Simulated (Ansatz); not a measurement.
# CH5BGaNS: a ladder of functionals and wavefunction methods

One table from this session's results is given with a row withheld; the runs are named, their logs left out.

Computed with Ansatz 0.2.0, Gaussian basis. Level: functionals in def2-TZVPP, the program's frozen cores in correlated methods.

Plan: LDA (SPW92), PBE-D4, revPBE-D4, BLYP-D4, r2SCAN-D4, B97M-V, PBE0-D4, B3LYP-D4, r2SCANh-D4, r2SCAN0-D4, HSE06-D4, BHLYP-D4, CAM-B3LYP-D4, LC-ωPBE, ωB97X-V, ωB97M-V, B2PLYP, PBE-QIDH; CCSD(T)/def2-SVP; CCSD(T)/def2-TZVPP; MP2/def2-QZVPP; extrapolation to the limit; RPA on PBE.

### Structure used throughout

An earlier PBE0-D4 in a triple-zeta def2 set relaxation fixed the geometry.

10 atoms, charge 0, spin multiplicity 1.

Atoms are counted from 1 here; the program's logs count them from 0.

Bond lengths: Ga1–N2 1.851 Å, Ga1–H6 1.556 Å, Ga1–H7 1.561 Å, N2–B3 1.391 Å, N2–H8 1.010 Å, B3–C4 1.531 Å, B3–S5 1.770 Å, C4–S5 1.872 Å, C4–H9 1.087 Å, C4–H10 1.087 Å. Angles: N2–Ga1–H6 116.0°, N2–Ga1–H7 115.8°, H6–Ga1–H7 128.2°, Ga1–N2–B3 124.6°, Ga1–N2–H8 118.6°, B3–N2–H8 116.8°, N2–B3–C4 146.0°, N2–B3–S5 145.3°, C4–B3–S5 68.7°, B3–C4–S5 61.7°, B3–C4–H9 121.4°, B3–C4–H10 121.4°, S5–C4–H9 113.5°, S5–C4–H10 113.5°, H9–C4–H10 113.3°, B3–S5–C4 49.6°.

The first run:

Input file in.yaml:

```yaml
crystal:
  periodic: [false, false, false]
  atoms:
    - {symbol: Ga, position_ang: [-1.861001, 0.880046, -0.183568]}
    - {symbol: N, position_ang: [-0.375287, 0.186133, -1.043177]}
    - {symbol: B, position_ang: [0.736256, -0.343951, -0.396184]}
    - {symbol: C, position_ang: [1.388897, -0.663359, 0.951282]}
    - {symbol: S, position_ang: [2.325503, -1.093099, -0.612079]}
    - {symbol: H, position_ang: [-1.825276, 0.850515, 1.371457]}
    - {symbol: H, position_ang: [-2.991884, 1.420628, -1.113182]}
    - {symbol: H, position_ang: [-0.358082, 0.186021, -2.053065]}
    - {symbol: H, position_ang: [1.868351, 0.109378, 1.546004]}
    - {symbol: H, position_ang: [1.092523, -1.532302, 1.532492]}
basis:
  gaussian: {orbitals: def2-TZVPP}
hamiltonian: {xc: lda}
output: {orbitals: {seedname: orbitals}}
```

The run is started by

```
$ ansatz run in.yaml --threads 2 --pin off --events-out ev --progress --plain --max-ram 32768MiB --backend cpu
```

Among the steps run: LDA; PBE-D4 (GGA); revPBE-D4 (GGA); BLYP-D4 (GGA); r2SCAN-D4 (meta-GGA); B97M-V (meta-GGA); B3LYP-D4 (hybrid); r2SCANh-D4 (hybrid); r2SCAN0-D4 (hybrid); HSE06-D4 (hybrid); BHLYP-D4 (hybrid); CAM-B3LYP-D4 (range-separated); LC-ωPBE (range-separated); ωB97X-V (range-separated); ωB97M-V (range-separated); B2PLYP (double hybrid); PBE-QIDH (double hybrid).

One table of the session follows, with a row left open; its other results are not shown here.

It belongs to the step «Frontier levels by functional». 

| functional | HOMO (eV) | LUMO (eV) | gap (eV) |
| --- | --- | --- | --- |
| LDA (SPW92) | -5.81 | -2.58 | 3.23 |
| PBE-D4 | -5.67 | -2.32 | 3.35 |
| revPBE-D4 | -5.62 | -2.20 | 3.41 |
| BLYP-D4 | -5.50 | -2.26 | 3.24 |
| r2SCAN-D4 | -5.89 | -2.04 | 3.85 |
| B97M-V | -5.96 | -2.25 | 3.71 |
| PBE0-D4 | -6.79 | -1.53 | 5.26 |
| B3LYP-D4 | -6.55 | -1.80 | 4.75 |
| r2SCANh-D4 | -6.31 | -1.76 | 4.55 |
| r2SCAN0-D4 | -6.95 | -1.36 | 5.59 |
| HSE06-D4 | -6.40 | -1.90 | 4.50 |
| BHLYP-D4 | -7.78 | -0.79 | 6.99 |
| CAM-B3LYP-D4 | ? | ? | ? |
| LC-ωPBE | -9.44 | 0.52 | 9.96 |
| ωB97X-V | -9.08 | 0.37 | 9.46 |
| ωB97M-V | -8.92 | 0.16 | 9.08 |

**Question.** Estimate the row for CAM-B3LYP-D4.

As computed: HOMO (eV): -8.06; LUMO (eV): -0.66; gap (eV): 7.40. In the column «HOMO (eV)» it lies between ωB97M-V (-8.92) and BHLYP-D4 (-7.78).
